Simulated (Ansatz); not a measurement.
Working through vertical spin-state energies of CH4BFOSi, SMILES FC1([SiH3])BO1

With Ansatz's Python interface.

Notebook, run cell by cell (the value of a cell's last expression is shown):

In [1]:
```python
import ansatz

geometry_ang = [
    ("F", (-1.0939, -0.6336, -1.6276)),
    ("C", (-0.5413, 0.0661, -0.5867)),
    ("Si", (1.0023, -0.6029, 0.1482)),
    ("B", (-1.3849, 0.985, 0.2981)),
    ("O", (-0.5029, 1.4144, -0.7883)),
    ("H", (1.5268, 0.3288, 1.1999)),
    ("H", (2.0804, -0.7407, -0.8853)),
    ("H", (0.8035, -1.9034, 0.7527)),
    ("H", (-1.8014, 1.0399, 1.4719)),
]
system = ansatz.Crystal.molecule()
for symbol, xyz in geometry_ang:
    system = system.atom(symbol, xyz)
```

In [2]:
```python
job = (
    system.calculation()
    .basis(gaussian="def2-TZVP")
    .correlation("mp2")
)
found = {}
for unpaired in [0, 2]:
    r = job.spin("collinear", total=unpaired).run(threads=1, backend="cpu").report
    s = unpaired / 2
    found[unpaired] = r["free_energy_ev"]
    print(f"2S+1 = {unpaired + 1}: E = {found[unpaired]:.5f} eV, <S^2> = {abs(r['mean_field']['state']['spin_squared']):.3f} (pure state {s * (s + 1):.2f})")
lowest = min(found, key=found.get)
for unpaired, e in found.items():
    print(f"multiplicity {unpaired + 1}: {23.060548 * (e - found[lowest]):.1f} kcal/mol above the lowest")
```
```text
2S+1 = 1: E = -14394.90132 eV, <S^2> = 0.000 (pure state 0.00)
2S+1 = 3: E = -14391.66363 eV, <S^2> = 2.023 (pure state 2.00)
multiplicity 1: 0.0 kcal/mol above the lowest
multiplicity 3: 74.7 kcal/mol above the lowest
```

In order: multiplicity 1 (+0.00 eV) and multiplicity 3 (+3.24 eV), all at the one geometry.

Reading the output:
- Total energies depend on the basis set; only differences at equal settings carry meaning.
- The geometry is a force-field or estimated start, not a minimum of this method, and the basis set is short of its limit. All parts are taken at fixed geometry, without zero-point energy.
- S² is that of the Hartree-Fock reference.
- It ran for 15 s on 1 thread of Arm Neoverse V2 (shared host), peak memory 0.5 GiB.
